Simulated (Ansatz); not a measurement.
# C₂H₄AlB (SMILES [BH2][AlH][C]#C): a rigid scan of the dihedral angle H5–B1–Al2–C3

Aim: the energy along the dihedral angle H5–B1–Al2–C3, from CCSD(T) and from cheaper methods, relative to the minimum. No other atom is relaxed.

Program: Ansatz 0.2.0, Gaussian basis. Level of theory: single points in def2-TZVPP. These are calculated values, not measurements.

Levels: PBE-D4, r2SCAN-D4, PBE0-D4, B3LYP-D4, wB97M-V, Hartree-Fock, MP2, CCSD, CCSD(T). The scan takes -84.3, -61.8, -39.3, -16.8, 5.7, 28.2, 50.7, 73.2°.

Correlated methods freeze the cores. B3LYP uses VWN-RPA correlation.

36 further runs of the same task are left out: 36 set aside as unsound or not needed.

### Step 1. Where the work starts

SMILES `[BH2][AlH][C]#C`, 8 atoms, charge 0, spin multiplicity 1.

Atoms are counted from 1 here; the program's logs count them from 0.

Bond lengths: B1–Al2 2.087 Å, B1–H5 1.179 Å, B1–H6 1.181 Å, Al2–C3 1.953 Å, Al2–H7 1.567 Å, C3–C4 1.214 Å, C4–H8 1.056 Å. Angles: Al2–B1–H5 125.2°, Al2–B1–H6 121.1°, H5–B1–H6 113.7°, B1–Al2–C3 126.4°, B1–Al2–H7 121.2°, C3–Al2–H7 112.3°, Al2–C3–C4 177.4°, C3–C4–H8 179.8°.

Coordinates:

```
B    -0.98166    1.70845   -0.72075
Al    0.53465    0.29435   -0.48356
C     0.47691   -1.28746    0.66121
C     0.49515   -2.27359    1.36881
H    -0.93905    2.63494   -1.44931
H    -1.98753    1.63250   -0.10676
H     1.89384    0.42416   -1.25218
H     0.50769   -3.13336    1.98254
```

### Step 2. Finding the minimum

relax/in.yaml reads:

```yaml
crystal:
  periodic: [false, false, false]
  atoms:
    - {symbol: B, position_ang: [-0.981660, 1.708450, -0.720750]}
    - {symbol: Al, position_ang: [0.534650, 0.294350, -0.483560]}
    - {symbol: C, position_ang: [0.476910, -1.287460, 0.661210]}
    - {symbol: C, position_ang: [0.495150, -2.273590, 1.368810]}
    - {symbol: H, position_ang: [-0.939050, 2.634940, -1.449310]}
    - {symbol: H, position_ang: [-1.987530, 1.632500, -0.106760]}
    - {symbol: H, position_ang: [1.893840, 0.424160, -1.252180]}
    - {symbol: H, position_ang: [0.507690, -3.133360, 1.982540]}
basis:
  gaussian: {orbitals: def2-TZVP}
hamiltonian: {xc: pbe0, dispersion: d4}
relax: {f_tol: 0.005, max_steps: 200}
```

No record of the launch command was kept for these runs.

After this run come: Reference energies at the minimum; H5–B1–Al2–C3 = -84.3°; H5–B1–Al2–C3 = -61.8°; H5–B1–Al2–C3 = -39.3°; H5–B1–Al2–C3 = -16.8°; H5–B1–Al2–C3 = 5.7°; H5–B1–Al2–C3 = 28.2°; H5–B1–Al2–C3 = 50.7°; H5–B1–Al2–C3 = 73.2°.

What does the calculation give? Wanted: highest point, CCSD(T); lowest point, CCSD(T); RMS deviation from CCSD(T); largest T1 diagnostic.

As calculated:

| quantity | value |
| --- | --- |
| highest point, CCSD(T) | 0.115 eV at 5.7° |
| lowest point, CCSD(T) | 0.000 eV at -90.0° |
| RMS deviation from CCSD(T) | PBE-D4 0.029, r2SCAN-D4 0.029, PBE0-D4 0.019, B3LYP-D4 0.016, wB97M-V 0.009, Hartree-Fock 0.000, MP2 0.005, CCSD 0.001 eV |
| largest T1 diagnostic | 0.012 |

Over the points sampled the torsion costs at most 0.115 eV, a hindered rotation that is fast at room temperature. A rigid scan overstates barriers, since nothing else may give way. The curve of Hartree-Fock lies nearest to CCSD(T), that of r2SCAN-D4 farthest.
